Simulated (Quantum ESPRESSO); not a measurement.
The system is TaTe.

```
Ta Te
1.0
     3.04053    1.75545    3.12096
    -3.04053    1.75545    3.12096
     0.00000   -3.51091    3.12096
Ta Te
2 2
Direct
  0.09148 0.09148 0.09148
  0.90852 0.90852 0.90852
  0.70950 0.70950 0.70950
  0.29050 0.29050 0.29050
```

The cell was built by a generator and needn't be a form met in nature.

```yaml
Program: Quantum ESPRESSO 7.5
Task: Hubbard U by linear response
Functional: LDA
Potentials_or_basis: GBRV 1.5 LDA
Cutoff: 762 eV
Density_cutoff: 6095 eV
k_mesh: 4 × 4 × 4
Occupations: fermi-dirac, width 0.05 eV
Spin: no spin polarisation
Hubbard_terms: Ta d U = 0.0001 eV
Start_of_the_occupations: default
Hubbard_projectors: ortho-atomic
Form_of_the_LDA_correlation: PZ81
Mixing_beta: 0.3
Most_SCF_iterations: 120
SCF_threshold: 8e-10 Ry
q_mesh: 2 × 2 × 2
```

What Hubbard parameters does linear response give?

U = 2.69 eV on Ta 5d. The values belong to these projectors, potentials and this ground state, and don't carry over to other codes.

Hubbard U from linear response:
```
site  manifold  U (eV)
   1     Ta-5d    2.69
   2     Ta-5d    2.69
```
On the first site the bare response is -0.954 and the screened one -0.281 eV⁻¹.

Eigenvalues of the final occupation matrices:
```tsv
site	spin	trace	eigenvalues
Ta 1 5d	each	2.33	0.38 0.38 0.45 0.56 0.56
Ta 2 5d	each	2.33	0.38 0.38 0.45 0.56 0.56
```

Caveat: the k mesh is coarse; U without spin polarisation on a metal has little footing; the U is typed as a test and isn't derived for this compound; forces of over 1 eV/Å show positions far from the minimum, so gaps and moduli don't describe the material at rest.
